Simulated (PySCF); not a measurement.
# C4H6ClGa: the cost of one run

The runs use PySCF 2.14.0, with density-fitted response routines of our own; the level of theory stands in each step. All values are computed, except where a source is named. Atoms are numbered from 0 throughout.

1 further run of the same task is left out (for a known fault of the program). Runs told in other sessions of the task aren't counted.

## Step 1: The starting structure

12 atoms, charge 0, multiplicity 1; geometry from: GFN2-xTB. The atoms were then displaced at random by about 0.01 Å, so the start is not that level's minimum.

Bonds of the start (Å): Cl0–C1 1.75, C1–C2 1.40, C2–C3 1.38, C3–Ga4 2.21, Ga4–C5 2.22, C5–C1 1.41, C2–H6 1.08, C3–H7 1.10, C3–H8 1.06, Ga4–H9 1.69, C5–H10 1.08, C5–H11 1.08.

## Step 2: Geometry optimisation at PBE0-D3(BJ)/def2-SVP

What the job is given:

```
{"job": {"xc": "PBE0", "basis": "def2-SVP", "d3": "d3bj", "grid": 1, "shake": 0.01, "kind": "geom"}, "charge": 0, "multiplicity": 1}
Cl     1.778970    -0.993850     1.712690
C      0.737500    -0.577480     0.368320
C     -0.649120    -0.665050     0.527140
C     -1.451380    -0.106990    -0.443410
Ga    -0.170880     1.678660    -0.242640
C      1.311540     0.097720    -0.733710
H     -1.014170    -0.988950     1.488830
H     -2.529850    -0.141260    -0.226290
H     -1.270170    -0.317690    -1.466680
H     -0.037150     1.974300     1.418540
H      2.384800     0.201740    -0.702670
H      0.949610    -0.189420    -1.709140
```

On the command line:

```sh
$ OMP_NUM_THREADS=1 python probes_run.py task.json out
```

One launch serves the whole session: the jobs run in the order shown.

**Question.** How long does this first job take on 1 thread of Arm Neoverse V1, shared host, and how much memory does it need?

About 1.8 min, with a peak of 0.54 GiB.
